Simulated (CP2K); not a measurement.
## Bi2Te3 (Tellurobismuthite) under changes of volume

One of the cells (33.871 Å³/atom); the others are scaled copies at fixed shape and fractional positions:

```
CELL_PARAMETERS angstrom
10.47631 0.00000 0.00000
9.55819 4.28883 0.00000
9.55819 2.04614 3.76926
ATOMIC_POSITIONS crystal
Bi 0.60000 0.60000 0.60000
Bi 0.40000 0.40000 0.40000
Te 0.79050 0.79050 0.79050
Te 0.20950 0.20950 0.20950
Te 0.00000 0.00000 0.00000
```

```yaml
Program: CP2K 2026.2
Functional: PBEsol
Potentials_or_basis: POTENTIAL_UZH Bi GTH-PBE-q5, Te GTH-PBE-q6; TZVP-MOLOPT-PBE-GTH basis
Density_cutoff: 6123 eV
k_mesh: 7 × 7 × 7
Occupations: fermi-dirac, width 0.05 eV
Spin: no spin polarisation
```

```csv
volume (Å³/atom),energy over the lowest point (meV/atom),pressure (GPa),gap on the mesh (eV),largest force (eV/Å)
31.839,43.16,5.3,0.79,0.591
32.517,24.02,3.8,0.80,0.434
33.194,10.85,2.5,0.80,0.288
33.871,3.03,1.3,0.81,0.152
34.549,0.00,0.2,0.82,0.033
35.226,1.28,-0.8,0.82,0.094
35.904,?,?,?,?
```

Problem. What does the run at 35.904 Å³/atom give?

Solution. Energy over the lowest point 6.41 meV/atom; pressure -1.6 GPa; gap on the mesh 0.81 eV; largest force 0.204 eV/Å.

Worked out: A Birch-Murnaghan fit of order 3 (a polynomial in V^(-2/3)) to the other rows has its minimum at 34.68 Å³/atom with B0 = V·E''(V) = 51 GPa and B' = 4.5 at fixed shape and positions, which overstates the stiffness. It gives 6.44 meV/atom at 35.904 Å³/atom, against the run's 6.41, and -dE/dV = -1.6 GPa, against -1.6. A straight line through the other rows of the gap, of slope 0.311 eV per unit of ln V, extrapolates to 0.83 eV, against the run's 0.81.

Energies are extrapolated to zero smearing.

Caveats: with these potentials and basis sets, volumes of gold and of layered tellurides can stand 1.5 % and more from those of plane-wave programs; the potentials were made for another functional, which shifts forces and pressure; spin-orbit coupling is left out, which as a rule narrows the gap of such compounds by several tenths of an eV; an odd mesh through Γ misses points on the zone boundary, where band edges often lie; the basis of atomic orbitals isn't converged, which shifts pressures, moduli and gaps.
